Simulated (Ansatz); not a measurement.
Run this with the Ansatz DFT code, driven from Python and show what comes out.

`drho_ta2h.py`:
```python
"""Density difference of Ta2H against its sublattices."""

import ansatz as az
import numpy as np

vectors0 = np.array([
    [1.720495, -2.371469, 0.0],
    [1.720495, 2.371469, 0.0],
    [0.0, 0.0, 4.758569],
])
sites = [
    ("Ta", [0.0, 0.5, 0.26457]),
    ("Ta", [0.5, 0.0, 0.73543]),
    ("H", [0.0, 0.0, 0.0]),
]


def build(cell):
    crystal = az.Crystal(lattice=az.Lattice.of(cell))
    for symbol, position in sites:
        crystal = crystal.atom(symbol, position)
    return crystal

# same cell, cutoff and mesh for the crystal and its parts
def solve(crystal):
    return (
        crystal.calculation()
        .occupations("fermi_dirac", width=0.1)
        .functional(az.Functional.PBESOL)
        .basis(460, grid_basis="typed")
        .kpoints(10, 10, 6)
        .density()
        .run(threads=1)
    )


whole = solve(build(vectors0))
difference = whole.density().channels[0].density_e_per_ang3.copy()
binding = whole.report["free_energy_ev"]
for element in ["Ta", "H"]:
    part = az.Crystal(lattice=az.Lattice.of(vectors0))
    for symbol, position in sites:
        if symbol == element:
            part = part.atom(symbol, position)
    alone = solve(part)
    difference -= alone.density().channels[0].density_e_per_ang3
    binding -= alone.report["free_energy_ev"]
    print(f"{element} sublattice: {alone.report['n_electrons']:g} electrons, {alone.report['n_iterations']} iterations")

voxel = abs(np.linalg.det(vectors0)) / difference.size
print(f"energy of the crystal less its unpolarised sublattices: {binding / len(sites):.4f} eV/atom")
print(f"net charge of the difference {difference.sum() * voxel:.5f} e, charge rearranged {0.5 * np.abs(difference).sum() * voxel:.3f} e")
print(f"extremes {difference.min():.4f} and {difference.max():.4f} e/A^3")
for (symbol, position) in sites:
    index = tuple(int(round(p * n)) % n for p, n in zip(position, difference.shape))
    print(f"  change of the pseudo-density at the grid point nearest {symbol}: {difference[index]:+.4f} e/A^3")
```

```console
$ python drho_ta2h.py
Ta sublattice: 26 electrons, 6 iterations
H sublattice: 1 electrons, 6 iterations
energy of the crystal less its unpolarised sublattices: -1.1917 eV/atom
net charge of the difference 0.00000 e, charge rearranged 0.227 e
extremes -0.0457 and 0.6391 e/A^3
  change of the pseudo-density at the grid point nearest Ta: -0.0053 e/A^3
  change of the pseudo-density at the grid point nearest Ta: -0.0053 e/A^3
  change of the pseudo-density at the grid point nearest H: +0.6391 e/A^3
```

For a metal this k-point mesh is coarse: on a finer one energies can move by several to tens of meV an atom and pressures by half a GPa or more, differences at one mesh by less. Spin-orbit coupling, which matters for elements this heavy, is left out. The fields are valence quantities on the plane-wave grid; their values near the nuclei depend on the potentials. The structure comes from a database of computed cells and needn't be a stable or known phase. Charge moved counts every rearrangement, bonding and polarisation too, and is no transfer between atoms; the bare sublattices are artificial references. Values near the nuclei depend on the potentials. Run time: 13 s on 1 thread of Arm Neoverse V1 (shared host), peak memory 0.43 GiB.
